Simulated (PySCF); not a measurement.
# [Ho(HCN)]3+: other functionals and bases at one geometry

How far do other levels of theory move the description of [Ho(HCN)]3+, and what does each cost? The structure is generated, not taken from experiment.

The runs use PySCF 2.14.0; several levels, as the steps say, no spin–orbit coupling.

1 further run of the same task is left out (for a known fault of the program).

## Step 1: Starting geometry

4 atoms, charge 3, spin multiplicity 1.

Bond lengths: Ho1–N2 2.192 Å, N2–C3 1.167 Å, C3–H4 1.117 Å. Angles: Ho1–N2–C3 180.0°, N2–C3–H4 180.0°.

As a file:

```
atom    x (Å)    y (Å)     z (Å)
 Ho1  0.00000  0.00000  -0.22298
  N2  0.00000  0.00000   1.96873
  C3  0.00000  0.00000   3.13543
  H4  0.00000  0.00000   4.25246
```

Formal oxidation states: Ho +3. Each metal's 10 4f electrons lie in its core potential, so multiplicities, spins and levels count the valence alone. An earlier session relaxed this geometry at PBE0, Ho lcecp-1-SVP with ECP56, N def2-SVP, C def2-SVP, H def2-SVP (singlet, point group C∞v).

At PBE0 on the finer grid: E = -129.570276 Eh, HOMO -27.22 eV, LUMO -19.90 eV, Mulliken charge on Ho1 +2.49 e, largest force component 0.000 eV/Å. 

Levels to run: BLYP; PBE; PBE0, TZVP. Hardware: 2 threads of Intel Xeon at 2.50GHz (Skylake/Cascade Lake), shared host.

## Step 2: BLYP

File run.py (the lines that set the calculation):

```python
mol = gto.M(atom='''
Ho     0.00000     0.00000    -0.22298
N      0.00000     0.00000     1.96873
C      0.00000     0.00000     3.13543
H      0.00000     0.00000     4.25246''',
    basis={'Ho': 'lcecp-1-SVP', 'N': 'def2-SVP', 'C': 'def2-SVP', 'H': 'def2-SVP'},
    ecp={'Ho': 'lcecp-1-SVP'},
    charge=3, spin=0)
mf = dft.RKS(mol, xc='BLYP')
mf.grids.atom_grid = (75, 302)  # f atoms: unpruned, at least (60, 302)
mf = mf.density_fit()  # fitting sets: Ho AutoAux, N def2-universal-JKFIT, C def2-universal-JKFIT, H def2-universal-JKFIT
mf.conv_tol = 1e-08; mf.max_cycle = 55
mf.kernel(dm0)  # dm0: the density of the relaxed state
```

Launch:

```console
> OMP_NUM_THREADS=2 python run.py
```

## Step 3: PBE

Edit run.py (the lines that set the calculation) of step 2 so:

```diff
@@ -8,3 +8,3 @@
     charge=3, spin=0)
-mf = dft.RKS(mol, xc='BLYP')
+mf = dft.RKS(mol, xc='PBE')
 mf.grids.atom_grid = (75, 302)  # f atoms: unpruned, at least (60, 302)
```

## Step 4: PBE0, TZVP

Basis: Ho lcecp-1-TZVP with ECP56, N def2-TZVP, C def2-TZVP, H def2-TZVP. 

File run.py (the lines that set the calculation):

```python
mol = gto.M(atom='''
Ho     0.00000     0.00000    -0.22298
N      0.00000     0.00000     1.96873
C      0.00000     0.00000     3.13543
H      0.00000     0.00000     4.25246''',
    basis={'Ho': 'lcecp-1-TZVP', 'N': 'def2-TZVP', 'C': 'def2-TZVP', 'H': 'def2-TZVP'},
    ecp={'Ho': 'lcecp-1-TZVP'},
    charge=3, spin=0)
mf = dft.RKS(mol, xc='PBE0')
mf.grids.atom_grid = (75, 302)  # f atoms: unpruned, at least (60, 302)
mf = mf.density_fit()  # fitting sets: Ho AutoAux, N def2-universal-JKFIT, C def2-universal-JKFIT, H def2-universal-JKFIT
mf.conv_tol = 1e-08; mf.max_cycle = 55
mf.kernel(dm0)  # dm0: free metal ions and neutral atoms
```

Q: Predict the outcome of this session. Wanted: for each run, HOMO; gap; charge on Ho1; dipole; largest force.

The runs gave:

| level | state | HOMO (eV) | gap (eV) | charge on Ho1 (e) | dipole (D) | largest force (eV/Å) | basis functions | time |
| --- | --- | --- | --- | --- | --- | --- | --- | --- |
| PBE0 (relaxed here) | singlet | -27.22 | 7.32 | 2.49 | 5.15 | 0.00 | 66 | 12 s |
| BLYP | singlet | -25.81 | 4.78 | 2.41 | 5.47 | 1.45 | 66 | 7.3 s |
| PBE | singlet | -26.00 | 4.98 | 2.43 | 5.44 | 1.46 | 66 | 6.5 s |
| PBE0, TZVP | singlet | -27.13 | 7.25 | 2.59 | 5.20 | 0.87 | 115 | 15 s |

Times are on 2 threads of Intel Xeon at 2.50GHz (Skylake/Cascade Lake), shared host; the first row also made further properties. The dipole of a charged species depends on the origin, so these sizes hold for this origin alone.

In one basis the HOMO–LUMO gap runs from 4.78 eV (BLYP) to 7.32 eV (PBE0). The largest leftover force, 1.46 eV/Å with PBE, stands at a geometry relaxed at another level. The Mulliken charge on Ho spans +2.41 to +2.59 e over the levels. With 4f in the core, its levels are missing from HOMO and gap. Total energies of different levels can't be compared. Spin–orbit coupling is left out throughout.
